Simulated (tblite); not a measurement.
# C3H11GeNOSi: the cost of one run

Computed with tblite 0.8.0 and PySCF 2.14.0, with density-fitted response routines of our own, on a single molecule, in the gas phase or a continuum. Atoms count from 0, in the outputs and in this text.

**1. The molecule as given**

18 atoms, charge 0, multiplicity 1; geometry from: force field or distance geometry start.

Bonds of the start (Å): C0–C1 1.48, C1–O2 1.26, C1–N3 1.42, N3–Si4 1.80, Si4–C5 1.89, C5–Ge6 1.95, C0–H7 1.12, C0–H8 1.12, C0–H9 1.10, N3–H10 1.05, Si4–H11 1.49, Si4–H12 1.46, C5–H13 1.10, C5–H14 1.13, Ge6–H15 1.54, Ge6–H16 1.54, Ge6–H17 1.56.

**2. Geometry optimisation with GFN2-xTB**

Job settings and geometry (Å):

```
{"job": {"kind": "relax", "xc": "GFN2-xTB", "basis": "xTB"}, "charge": 0, "multiplicity": 1}
C     -2.859500     1.221500    -0.159700
C     -2.100400    -0.028000     0.055400
O     -2.567700    -1.043100     0.641800
N     -0.759600    -0.048400    -0.412500
Si     0.294000    -1.490600    -0.203300
C      1.953100    -1.046100    -0.985400
Ge     2.568500     0.700300    -0.371000
H     -2.984300     1.734300     0.827900
H     -2.307300     1.920300    -0.840500
H     -3.837900     1.013800    -0.622900
H     -0.359600     0.795500    -0.889300
H     -0.190200    -2.627700    -1.033800
H      0.415400    -1.930300     1.188200
H      2.717800    -1.823800    -0.858100
H      1.752800    -0.926500    -2.086500
H      3.708800     0.605200     0.667000
H      1.420100     1.558100     0.181400
H      3.127200     1.421800    -1.639900
```

Run with:

```
> OMP_NUM_THREADS=1 python probes_run.py task.json out
```

This one command runs all jobs of the session in turn.

**Question.** How long does this first job take on 1 thread of Arm Neoverse V1, shared host, and how much memory does it need?

About 1.4 s, with a peak of 0.18 GiB.
